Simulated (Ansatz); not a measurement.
# AlBClH₆NSi: a ladder of functionals and wavefunction methods

Aim: compute AlBClH₆NSi with functionals from several rungs and with coupled cluster, and see how far each lands from CCSD(T) at the basis-set limit for the atomisation energy.

Program: Ansatz 0.2.0, Gaussian basis. Level of theory: functionals in def2-TZVPP, the program's frozen cores in correlated methods. These are calculated values, not measurements.

Plan: LDA (SPW92), PBE-D4, revPBE-D4, BLYP-D4, r2SCAN-D4, B97M-V, PBE0-D4, B3LYP-D4, r2SCANh-D4, r2SCAN0-D4, HSE06-D4, BHLYP-D4, CAM-B3LYP-D4, LC-ωPBE, ωB97X-V, ωB97M-V, B2PLYP, PBE-QIDH; CCSD(T)/def2-SVP; CCSD(T)/def2-TZVPP; MP2/def2-QZVPP; extrapolation to the limit; RPA on PBE.

### Step 1. Structure used throughout

An earlier PBE0-D4 in a triple-zeta def2 set relaxation fixed the geometry.

SMILES `[SiH3][NH][AlH][BH]Cl`, 11 atoms, charge 0, spin multiplicity 1.

Atoms are counted from 1 here; the program's logs count them from 0.

Bond lengths: Si1–N2 1.723 Å, Si1–H6 1.489 Å, Si1–H7 1.492 Å, Si1–H8 1.490 Å, N2–Al3 1.788 Å, N2–H9 1.011 Å, Al3–B4 2.131 Å, Al3–H10 1.588 Å, B4–Cl5 1.755 Å, B4–H11 1.197 Å. Angles: N2–Si1–H6 113.2°, N2–Si1–H7 106.1°, N2–Si1–H8 112.9°, H6–Si1–H7 108.6°, H6–Si1–H8 107.4°, H7–Si1–H8 108.6°, Si1–N2–Al3 124.6°, Si1–N2–H9 116.3°, Al3–N2–H9 119.1°, N2–Al3–B4 115.3°, N2–Al3–H10 117.6°, B4–Al3–H10 127.1°, Al3–B4–Cl5 118.7°, Al3–B4–H11 127.6°, Cl5–B4–H11 113.7°.

### Step 2. LDA

This LDA is Slater exchange with PW92 correlation.

Input file in.yaml:

```yaml
crystal:
  periodic: [false, false, false]
  atoms:
    - {symbol: Si, position_ang: [-1.090866, -0.524492, 1.237354]}
    - {symbol: N, position_ang: [0.358254, 0.406044, 1.186240]}
    - {symbol: Al, position_ang: [1.320516, 0.704350, -0.290911]}
    - {symbol: B, position_ang: [0.537948, -0.157456, -2.075720]}
    - {symbol: Cl, position_ang: [-0.454633, 0.837709, -3.126314]}
    - {symbol: H, position_ang: [-2.282781, 0.269476, 1.646520]}
    - {symbol: H, position_ang: [-1.308514, -1.026358, -0.150510]}
    - {symbol: H, position_ang: [-0.997896, -1.692666, 2.157057]}
    - {symbol: H, position_ang: [0.662004, 0.811579, 2.061488]}
    - {symbol: H, position_ang: [2.631029, 1.590493, -0.149226]}
    - {symbol: H, position_ang: [0.690140, -1.275479, -2.475376]}
basis:
  gaussian: {orbitals: def2-TZVPP}
hamiltonian: {xc: lda}
output: {orbitals: {seedname: orbitals}}
```

Run with:

```sh
> ansatz run in.yaml --threads 4 --pin off --events-out ev --progress --plain --max-ram 10444MiB
```

The runs that follow: PBE-D4 (GGA); revPBE-D4 (GGA); BLYP-D4 (GGA); r2SCAN-D4 (meta-GGA); B97M-V (meta-GGA); B3LYP-D4 (hybrid); r2SCANh-D4 (hybrid); r2SCAN0-D4 (hybrid); HSE06-D4 (hybrid); BHLYP-D4 (hybrid); CAM-B3LYP-D4 (range-separated); LC-ωPBE (range-separated); ωB97X-V (range-separated); ωB97M-V (range-separated); B2PLYP (double hybrid); PBE-QIDH (double hybrid); CCSD(T) in def2-SVP; CCSD(T) in def2-TZVPP; MP2 in def2-QZVPP; RPA on PBE orbitals.

Before running them: what should the planned runs give, taken together? Wanted: atomisation energy, CCSD(T)/CBS; farthest beyond LDA; mean size of error, GGA; mean size of error, meta-GGA; mean size of error, hybrid; mean size of error, range-separated; mean size of error, double hybrid; gap, smallest and largest; T1 diagnostic.

The runs gave:

```
                               quantity                                                  value
        atomisation energy, CCSD(T)/CBS                                          3448.4 kJ/mol
 functionals within 17.2 kJ/mol (0.5 %)  PBE-D4, r2SCAN-D4, B3LYP-D4, r2SCANh-D4, CAM-B3LYP-D4
                    farthest beyond LDA                               revPBE-D4 (-59.7 kJ/mol)
                mean size of error, GGA                                            30.9 kJ/mol
           mean size of error, meta-GGA                                            21.6 kJ/mol
             mean size of error, hybrid                                            23.7 kJ/mol
    mean size of error, range-separated                                            23.0 kJ/mol
      mean size of error, double hybrid                                            38.2 kJ/mol
              gap, smallest and largest              2.81 eV (LDA (SPW92)), 10.10 eV (LC-ωPBE)
                          T1 diagnostic                                                 0.0128
triples share of the correlation energy                                                  3.8 %
```

What this shows: LDA overbinds by 407.8 kJ/mol (12 %). PBE-D4 is off by +9.9 kJ/mol. Double hybrids carry the basis error of their MP2 part in triple zeta, and no dispersion term here, so their miss is partly the set-up's. By mean error the best rung here is meta-GGA (21.6 kJ/mol) and the worst beyond LDA is double hybrid (38.2 kJ/mol). GGA functionals lie within the reference's doubt of that worst mean (30.9 kJ/mol), so those two tie. The gap between the best rungs is small, so their order is not settled. The reference freezes the cores and leaves out relativity and excitations past (T), so misses under about 17.2 kJ/mol can't be ranked. Hartree-Fock recovers 74 % of the binding; the rest is correlation. CCSD(T) in def2-SVP is off by -229.0 kJ/mol, which most functionals beat. Orbital gaps span 2.8 to 10.1 eV; exact exchange widens them.
